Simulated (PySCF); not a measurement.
**B2PH5F− (SMILES BP[BH2-]F): levels of theory compared**

We compute a comparison of 6 runs (HF/STO-3G, HF/def2-SVP, CAM-B3LYP/pcseg-1, PBE0/def2-SVP, PBE/def2-TZVP, CCSD/6-31G*) of B2PH5F−. The job is set up through a Python script.

Program for the calculation: PySCF 2.14.0.

### 1 The system as given

The species is B2PH5F− (9 atoms), meant as a singlet with charge -1. SMILES: `BP[BH2-]F`. The shape is that of a GFN2-xTB optimisation. This is one conformer, not always the lowest.

Bond lengths: B1–P2 1.809 Å, P2–B3 2.041 Å, B3–F4 1.405 Å, B1–H5 1.181 Å, B1–H6 1.181 Å, P2–H7 1.386 Å, B3–H8 1.204 Å, B3–H9 1.207 Å. Some angles: B1–P2–B3 107.6°, P2–B3–F4 109.6°, B1–P2–H7 101.5°, B3–P2–H7 104.4°, P2–B1–H5 122.3°, P2–B1–H6 119.0°, P2–B3–H8 105.6°, P2–B3–H9 106.8°, F4–B3–H8 110.5°, F4–B3–H9 109.7°.

### 2 Energy and gradient at HF/STO-3G (run 1)

calc.py

```python
import pyscf.grad
from pyscf import gto

molecule = gto.M(
    atom=[
    ('B', (-0.169690, 1.612660, -0.545980)),
    ('P', (0.923330, 0.350180, 0.150510)),
    ('B', (-0.083310, -1.424890, 0.118010)),
    ('F', (0.719370, -2.433460, 0.678060)),
    ('H', (-0.440190, 2.603570, 0.036160)),
    ('H', (-0.519680, 1.510580, -1.669710)),
    ('H', (0.944830, 0.710150, 1.488410)),
    ('H', (-0.298450, -1.653510, -1.043900)),
    ('H', (-1.076200, -1.275280, 0.788440)),
],
    verbose=3,
    charge=-1,
    spin=0,
    basis='sto-3g',
    max_memory=1860,
)

mf = molecule.RHF()
mf.conv_tol = 1e-10
mf.kernel()
if not mf.converged:
    mf = mf.newton().run(mf.mo_coeff, mf.mo_occ)

energy = mf.e_tot
print('E = %.10f Eh' % energy)
grad = mf.Gradients().kernel()
mf.analyze()
```

The run is started by

```bash
$ OMP_NUM_THREADS=1 python calc.py
```

Log:

```text
converged SCF energy = -486.54111187875
E = -486.5411118787 Eh
--------------- RHF gradients ---------------
         x                y                z
0 B    -0.0064090991     0.0053983648    -0.0037871955
1 P     0.0077916915    -0.0004722282     0.0034287833
2 B    -0.0024539304     0.0083769907    -0.0034140633
3 F     0.0036973695    -0.0089165274     0.0039376918
4 H    -0.0011424834     0.0075343939     0.0107110201
5 H    -0.0002870894    -0.0053926811    -0.0135695813
6 H     0.0034886650    -0.0015368163     0.0030068756
7 H     0.0042692705    -0.0059400866    -0.0147063245
8 H    -0.0089543943     0.0009485903     0.0143927937
----------------------------------------------
**** MO energy ****
MO #1   energy= -78.6214916185991  occ= 2
MO #2   energy= -25.5601101437671  occ= 2
MO #3   energy= -7.15168849648427  occ= 2
MO #4   energy= -7.1038737788548   occ= 2
MO #5   energy= -6.94801042346867  occ= 2
MO #6   energy= -4.77316289841643  occ= 2
MO #7   energy= -4.77251005071031  occ= 2
MO #8   energy= -4.77140370286818  occ= 2
MO #9   energy= -1.16323588014731  occ= 2
MO #10  energy= -0.571605797086061 occ= 2
MO #11  energy= -0.418049289813035 occ= 2
MO #12  energy= -0.372351125197071 occ= 2
MO #13  energy= -0.278054090840845 occ= 2
MO #14  energy= -0.252988692879055 occ= 2
MO #15  energy= -0.223253335810001 occ= 2
MO #16  energy= -0.198756547518249 occ= 2
MO #17  energy= -0.176921049885086 occ= 2
MO #18  energy= -0.100950177842195 occ= 2
MO #19  energy= -0.0619603995331717 occ= 2
MO #20  energy= -0.00774738388937646 occ= 2
MO #21  energy= 0.460200662259459  occ= 0
MO #22  energy= 0.737628848941576  occ= 0
MO #23  energy= 0.795115307683349  occ= 0
MO #24  energy= 0.844164480037137  occ= 0
MO #25  energy= 0.940304024769487  occ= 0
MO #26  energy= 0.97965246341837   occ= 0
MO #27  energy= 1.00129023725118   occ= 0
MO #28  energy= 1.04793790993034   occ= 0
MO #29  energy= 1.0524104234178    occ= 0
 ** Mulliken atomic charges  **
charge of    0B =     -0.08985
charge of    1P =      0.09467
charge of    2B =     -0.09873
charge of    3F =     -0.24403
charge of    4H =     -0.10064
charge of    5H =     -0.09495
charge of    6H =     -0.15432
charge of    7H =     -0.15351
charge of    8H =     -0.15864

WARN: System has nonzero charge -1; the dipole moment is origin-dependent.
Location of origin: [0. 0. 0.]

Dipole moment(X, Y, Z, Debye): -0.67734,  3.34448, -0.21200
```

It took 1.1 s on 1 thread of Arm Neoverse V2, shared host; peak memory 0.12 GiB.

### 3 Energy and forces at HF/def2-SVP (run 2)

calc.py

```python
from pyscf import gto

mol = gto.M(
    atom='''
B     -0.320668     3.047486    -1.031753
P      1.744841     0.661744     0.284423
B     -0.157433    -2.692652     0.223007
F      1.359412    -4.598573     1.281348
H     -0.831839     4.920034     0.068332
H     -0.982053     2.854582    -3.155295
H      1.785470     1.341989     2.812687
H     -0.563989    -3.124681    -1.972685
H     -2.033723    -2.409930     1.489936
''',
    max_memory=1860,
    basis='def2-svp',
    unit='bohr',
    charge=-1,
    verbose=3,
)

mf = mol.RHF()
mf.conv_tol = 1e-10
mf.kernel()
if not mf.converged:
    mf = mf.newton().run(mf.mo_coeff, mf.mo_occ)

e_tot = mf.e_tot
print(f'total energy: {e_tot:.8f} hartree')
grad = mf.nuc_grad_method().kernel()
dip = mf.dip_moment()
pop, q = mf.mulliken_pop()
```

The run is started by

```bash
$ OMP_NUM_THREADS=1 python calc.py
```

Log:

```text
converged SCF energy = -492.275991052396
total energy: -492.27599105 hartree
--------------- RHF gradients ---------------
         x                y                z
0 B    -0.0017512306    -0.0052154243     0.0043562253
1 P    -0.0117118911     0.0089092316     0.0018459158
2 B    -0.0040313159     0.0118866178    -0.0025198681
[... 5 lines of this table left out ...]
8 H     0.0105827443    -0.0021980841    -0.0040899575
----------------------------------------------

WARN: System has nonzero charge -1; the dipole moment is origin-dependent.
Location of origin: [0. 0. 0.]

Dipole moment(X, Y, Z, Debye): -1.50723,  3.39744, -0.31771
[... 95 lines left out ...]
charge of    8H =     -0.25641
```

Wall time 3.9 s (1 thread of Arm Neoverse V2, shared host); peak memory 0.17 GiB.

Runs 3 to 5 aren't shown in full; the table further down has their settings and results.

### 4 The energy at CCSD/6-31G(d) (spherical functions) (run 6)

input.py

```python
from pyscf import gto, scf, cc

system = gto.M(
    atom='''
B       -0.169690       1.612660      -0.545980
P        0.923330       0.350180       0.150510
B       -0.083310      -1.424890       0.118010
F        0.719370      -2.433460       0.678060
H       -0.440190       2.603570       0.036160
H       -0.519680       1.510580      -1.669710
H        0.944830       0.710150       1.488410
H       -0.298450      -1.653510      -1.043900
H       -1.076200      -1.275280       0.788440
''',
    max_memory=1860,
    verbose=3,
    basis='6-31g*',
    charge=-1,
)

mf = scf.RHF(system)
mf.conv_tol = 1e-10
mf.kernel()
if not mf.converged:
    mf = mf.newton().run(mf.mo_coeff, mf.mo_occ)

mycc = cc.CCSD(mf, frozen=8)
mycc.kernel()
e_final = mycc.e_tot
print('E = %.10f Eh' % e_final)
dip = mf.dip_moment()
pop, q = mf.mulliken_pop()
```

The run is started by

```bash
$ OMP_NUM_THREADS=1 python input.py
```

Log:

```text
converged SCF energy = -492.473344968985
E(CCSD) = -492.9631694716597  E_corr = -0.4898245026749367
E = -492.9631694717 Eh

WARN: System has nonzero charge -1; the dipole moment is origin-dependent.
Location of origin: [0. 0. 0.]

Dipole moment(X, Y, Z, Debye): -1.72205,  3.37070, -0.32842
 ** Mulliken pop  **
pop of  0 B 1s            1.99761
pop of  0 B 2s            0.57425
pop of  0 B 3s            0.41755
pop of  0 B 2px           0.25933
pop of  0 B 2py           0.53939
pop of  0 B 2pz           0.57819
pop of  0 B 3px           0.15366
pop of  0 B 3py           0.19284
pop of  0 B 3pz           0.21253
pop of  0 B 3dxy          0.00587
pop of  0 B 3dyz          0.01114
pop of  0 B 3dz^2         0.01376
pop of  0 B 3dxz          0.00544
pop of  0 B 3dx2-y2       0.00849
pop of  1 P 1s            1.99970
pop of  1 P 2s            1.99881
pop of  1 P 3s            1.09510
pop of  1 P 4s            0.55847
pop of  1 P 2px           1.99341
pop of  1 P 2py           1.99326
pop of  1 P 2pz           1.99212
pop of  1 P 3px           0.86191
pop of  1 P 3py           0.87984
pop of  1 P 3pz           0.69978
pop of  1 P 4px           0.61805
pop of  1 P 4py           0.26176
pop of  1 P 4pz           0.19921
pop of  1 P 3dxy          0.02244
pop of  1 P 3dyz          0.01751
pop of  1 P 3dz^2         0.04235
pop of  1 P 3dxz          0.00484
pop of  1 P 3dx2-y2       0.00342
pop of  2 B 1s            1.99726
pop of  2 B 2s            0.50120
pop of  2 B 3s            0.25227
pop of  2 B 2px           0.45111
pop of  2 B 2py           0.34967
pop of  2 B 2pz           0.55169
pop of  2 B 3px           0.11389
pop of  2 B 3py           0.08080
pop of  2 B 3pz           0.13114
pop of  2 B 3dxy          0.02261
pop of  2 B 3dyz          0.01232
pop of  2 B 3dz^2         0.02450
pop of  2 B 3dxz          0.01960
pop of  2 B 3dx2-y2       0.01914
pop of  3 F 1s            1.99781
pop of  3 F 2s            0.91526
pop of  3 F 3s            1.04158
pop of  3 F 2px           1.10976
pop of  3 F 2py           1.06904
pop of  3 F 2pz           1.13424
pop of  3 F 3px           0.75031
pop of  3 F 3py           0.73691
pop of  3 F 3pz           0.76370
pop of  3 F 3dxy          0.00297
pop of  3 F 3dyz          0.00201
pop of  3 F 3dz^2         0.00125
pop of  3 F 3dxz          0.00136
pop of  3 F 3dx2-y2       0.00193
pop of  4 H 1s            0.52270
pop of  4 H 2s            0.58119
pop of  5 H 1s            0.52186
pop of  5 H 2s            0.56983
pop of  6 H 1s            0.51695
pop of  6 H 2s            0.57517
pop of  7 H 1s            0.52780
pop of  7 H 2s            0.69355
pop of  8 H 1s            0.52786
pop of  8 H 2s            0.69569
 ** Mulliken atomic charges  **
charge of    0B =      0.02994
charge of    1P =     -0.24198
charge of    2B =      0.47279
charge of    3F =     -0.52813
charge of    4H =     -0.10389
charge of    5H =     -0.09169
charge of    6H =     -0.09212
charge of    7H =     -0.22135
charge of    8H =     -0.22355
```

Run time: 6.9 s. Hardware: 1 thread of Arm Neoverse V2, shared host; peak memory 0.24 GiB.

### 5 Overview of the runs

| run | level | integration grid | task | energy (Eh) | HOMO energy (eV) | LUMO energy (eV) | HOMO–LUMO gap (eV) | wall time |
| --- | --- | --- | --- | --- | --- | --- | --- | --- |
| 1 | HF/STO-3G | – | gradient | -486.541112 | -0.21 | 12.52 | 12.73 | 1.1 s |
| 2 | HF/def2-SVP | – | gradient | -492.275991 | -3.80 | 6.74 | 10.53 | 3.9 s |
| 3 | CAM-B3LYP/pcseg-1 | 5 | gradient | -493.881722 | -2.96 | 4.24 | 7.20 | 38 s |
| 4 | PBE0/def2-SVP | 5 | gradient | -493.449068 | -1.58 | 3.44 | 5.03 | 23 s |
| 5 | PBE/def2-TZVP | 5 | gradient | -493.704666 | -0.80 | 2.31 | 3.10 | 75 s |
| 6 | CCSD/6-31G* (spherical functions) | – | energy | -492.963169 | -3.69 | 7.18 | 10.87 | 6.9 s |

### 6 Results

| quantity | value |
| --- | --- |
| run 6: total energy | -492.96317 Eh |
| run 6: HOMO energy (Hartree–Fock orbitals) | -3.69 eV |
| run 6: LUMO energy (Hartree–Fock orbitals) | 7.18 eV |
| run 6: HOMO–LUMO gap (to an unbound level, set by the basis) | 10.87 eV |
| run 6: correlation energy (8 core orbitals frozen) | -489.8 mEh |
| run 6: T1 diagnostic | 0.019 |

**Reading.** Over runs 1, 2, 3, 4, 5 the HOMO–LUMO gap runs from 3.10 eV (PBE/def2-TZVP) to 12.73 eV (HF/STO-3G). The two ends differ in method and basis. The empty levels of an anion lie above zero and hang on the basis. Totals of different functionals can't be ranked against each other. In run 1 the basis is minimal, so the values are rough. All runs together took 2.5 min, the longest 75 s.
